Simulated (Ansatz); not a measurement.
# MnGa4: the cost of one run

Computed with Ansatz 0.2.0 (DFT PBEsol, scalar-relativistic, plane waves, PAW, unless a step's input says otherwise).

### 1 The structure to begin with

Symmetry: Im-3m, No. 229, cubic system. The conventional cell has a = 5.544 Å, b = 5.544 Å, c = 5.544 Å, α = 90.00°, β = 90.00°, γ = 90.00°. Mn (site symmetry m-3m) has 8 Ga at 2.40 Å as nearest neighbours. Around Ga (site symmetry -3m) lie 2 Mn at 2.40 Å.

As a file:

```
CELL_PARAMETERS angstrom
-2.77186 2.77186 2.77186
2.77186 -2.77186 2.77186
2.77186 2.77186 -2.77186
ATOMIC_POSITIONS crystal
Mn 0.00000 0.00000 0.00000
Ga 0.00000 0.00000 0.50000
Ga 0.00000 0.50000 0.00000
Ga 0.50000 0.00000 0.00000
Ga 0.50000 0.50000 0.50000
```

The structure comes from the Materials Project (structure only).

(A quick probe on a coarse mesh, which set the mesh and smearing, is not shown.)

### 3 Relaxing cell and atoms

input.yaml reads:

```yaml
crystal:
  lattice:
    - [-2.77186439, 2.77186439, 2.77186439]
    - [2.77186439, -2.77186439, 2.77186439]
    - [2.77186439, 2.77186439, -2.77186439]
  atoms:
    - { symbol: Mn, position: [0.0, 0.0, 0.0], spin: 0.59 }
    - { symbol: Ga, position: [0.0, 0.0, 0.5] }
    - { symbol: Ga, position: [0.0, 0.5, 0.0] }
    - { symbol: Ga, position: [0.5, 0.0, 0.0] }
    - { symbol: Ga, position: [0.5, 0.5, 0.5] }
basis:
  ecutwfc: 420
kpoints:
  mp_grid: { grid: [10, 10, 10] }
hamiltonian:
  xc: pbesol
scf:
  occupations: { method: gaussian, width: 0.1 }
output:
  forces: true
  stress: true
  eigenvalues: true
  populations: true
magnetization:
  spin_polarized: true
relax:
  adjacent_minimum: "off"
  f_tol: 0.005
  max_steps: 80
  cell: { stress_tol: 0.05 }
```

The run is started by

```bash
$ ansatz run input.yaml --threads 1 --pin off --max-ram 2560MiB --backend cpu --events-out ev --progress --plain --runs-dir out
```

**Question.** How long does this run take on 1 thread of AMD EPYC 7R43 (Zen 3), shared host, and how much memory does it need?

About 2.7 min, with a peak of 0.62 GiB.
